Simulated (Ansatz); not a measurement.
# H2O5Si2: the cost of one run

Method: the levels named in each step, in Ansatz 0.2.0.

### Step 1. The structure to begin with

Bond lengths: O1–Si2 1.694 Å, Si2–O3 1.698 Å, Si2–O4 1.719 Å, O4–Si5 1.730 Å, Si5–O6 1.730 Å, Si2–O7 1.722 Å, Si5–O7 1.731 Å, O3–H8 0.985 Å, O6–H9 1.000 Å. Angles (14 of 20 angles, heavy atoms first): O1–Si2–O3 117.5°, O1–Si2–O4 116.1°, O1–Si2–Si5 153.4°, O1–Si2–O7 116.0°, O3–Si2–O4 110.0°, O3–Si2–Si5 89.1°, O3–Si2–O7 108.4°, O4–Si2–Si5 48.6°, O4–Si2–O7 84.2°, Si5–Si2–O7 48.7°, Si2–O4–Si5 83.2°, Si2–Si5–O4 48.2°, Si2–Si5–O6 118.2°, Si2–Si5–O7 48.3°.

Coordinates:

```xyz
9

O    -2.2872   -1.2829    0.0872
Si   -0.8747   -0.3491    0.1466
O    -0.8645    0.9902    1.1908
O     0.6018   -1.2173    0.2911
Si    1.2588    0.1776   -0.4944
O     2.0424    1.5082    0.2860
O    -0.2322    0.1433   -1.3734
H    -1.7542    1.4110    1.2186
H     2.7911    1.1215    0.8250
```

### Step 2. A rough first relaxation, PBE-D4/def2-SVP

This run stands in another session on the same molecule. It ended at:

```xyz
9

O    -1.8023   -1.3625   -0.3953
Si   -0.9855   -0.1162    0.3017
O    -1.8979    0.6929    1.3771
O     0.5761   -0.4518    1.0795
Si    1.2998    0.4430   -0.0802
O     2.7793    0.8789   -0.4403
O    -0.0706    0.8244   -0.8910
H    -2.8300    0.9314    1.1962
H     3.6125    0.6625    0.0299
```

### Step 3. Relaxation, HF/STO-3G

input.yaml reads:

```yaml
crystal:
  periodic: [false, false, false]
  atoms:
    - { symbol: O, position_ang: [-1.80231041, -1.36245412, -0.39526169] }
    - { symbol: Si, position_ang: [-0.98550986, -0.11624109, 0.30165167] }
    - { symbol: O, position_ang: [-1.89792018, 0.69288382, 1.37707066] }
    - { symbol: O, position_ang: [0.57605741, -0.45184204, 1.07950174] }
    - { symbol: Si, position_ang: [1.2997728, 0.44295799, -0.08018911] }
    - { symbol: O, position_ang: [2.7793034, 0.87893897, -0.44031289] }
    - { symbol: O, position_ang: [-0.07055806, 0.82436493, -0.89098202] }
    - { symbol: H, position_ang: [-2.8300121, 0.9313913, 1.19617316] }
    - { symbol: H, position_ang: [3.612517, 0.66252025, 0.02993849] }
magnetization:
  spin_polarized: true
  initial_magnetization: 1
total_charge: 1
basis:
  gaussian: { orbitals: STO-3G }
hamiltonian:
  xc: hf
relax:
  f_tol: 0.002
  max_steps: 150
```

Launch:

```console
ansatz run input.yaml --threads 4 --pin off --max-ram 10240MiB --backend cpu --events-out ev --progress --plain --runs-dir out
```

Q: Estimate wall time and peak memory on 4 threads of Intel Xeon Platinum 8259CL at 2.50GHz (Skylake/Cascade Lake), shared host.

About 10 s, with a peak of 0.17 GiB.
